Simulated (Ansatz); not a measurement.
# TiSi+ (doublet): from Hartree-Fock to the top rungs, def2-SVP

Aim: climb from Hartree-Fock through coupled cluster for TiSi+ (doublet) at one geometry and basis, and see what each rung misses.

Computed with Ansatz 0.2.0, Gaussian basis. Level: def2-SVP, core rule «outside noble gas», up to 14 orbitals frozen.

To be run: UHF; CCSD(T) on ROHF; CCSD(T) on UHF; CISD; CCSDT(Q) on ROHF; CCSDT(Q) on UHF; CISDTQ; CCSDTQ on ROHF; CCSDTQ on UHF; Full CI; Full CI in the symmetry of the determinant.

17 further runs of the same task are left out: 11 for a known fault of the program, 6 set aside as unsound or not needed.

### Step 1. The geometry

The geometry is a PBE0/def2-TZVP stationary point (not a proven minimum) of the parent state, kept for this charge and spin.

2 atoms, charge 1, spin multiplicity 2.

Atoms are counted from 1 here; the program's logs count them from 0.

Bond lengths: Ti1–Si2 2.462 Å.

### Step 2. UHF

The input, in.yaml:

```yaml
crystal:
  periodic: [false, false, false]
  atoms:
    - {symbol: Ti, position_ang: [0.000000, 0.000000, 0.000000]}
    - {symbol: Si, position_ang: [0.000000, 0.000000, 2.461600]}
basis:
  gaussian: {orbitals: def2-SVP}
total_charge: 1
magnetization: {spin_polarized: true, initial_magnetization: 1}
hamiltonian: {xc: hf}
output: {orbitals: {seedname: orbitals}}
```

Launch:

```
$ ansatz run in.yaml --threads 1 --pin off --events-out ev --progress --plain --max-ram 4096MiB --backend cpu
```

After this run come: CCSD(T) on ROHF; CCSD(T) on UHF; CISD; CCSDT(Q) on ROHF; CCSDT(Q) on UHF; CISDTQ; CCSDTQ on ROHF; CCSDTQ on UHF; Full CI; Full CI in the symmetry of the determinant.

**Question.** What will the summary of the whole plan be? Wanted: FCI below the RHF energy; UMP2 from FCI; UCCSD(T) from FCI; UCCSDT(Q) from FCI; T1 diagnostic; effectively unpaired electrons.

As calculated:

| quantity | value |
| --- | --- |
| FCI below the RHF energy | -5.5771 eV |
| UMP2 from FCI | +24.31 kcal/mol |
| UCCSD(T) from FCI | +3.27 kcal/mol |
| UCCSDT(Q) from FCI | -0.11 kcal/mol |
| levels within 1 kcal/mol (43 meV) | UCCSDT, UCCSDT(Q), UCCSDTQ |
| T1 diagnostic | 0.135 |
| effectively unpaired electrons | 3.14 |

**Reading.** UCCSD(T) lands +3.27 kcal/mol from the yardstick (2.5 % of the correlation energy). UCCSDT(Q), UCCSDTQ fall below full CI: unrestricted runs freeze a spin-polarised core, another one than full CI's, and coupled cluster isn't variational. The occupations show strong static correlation (3.1 unpaired electrons where one determinant has 1). The lowest state has another symmetry than the determinant, whose own symmetry lies 0.10 eV higher, so single-reference misses include that gap. Coupled cluster took another determinant than the lowest Hartree-Fock one. These misses are within one basis, not against nature; the frozen cores of restricted and unrestricted runs differ, which can shift their rows.
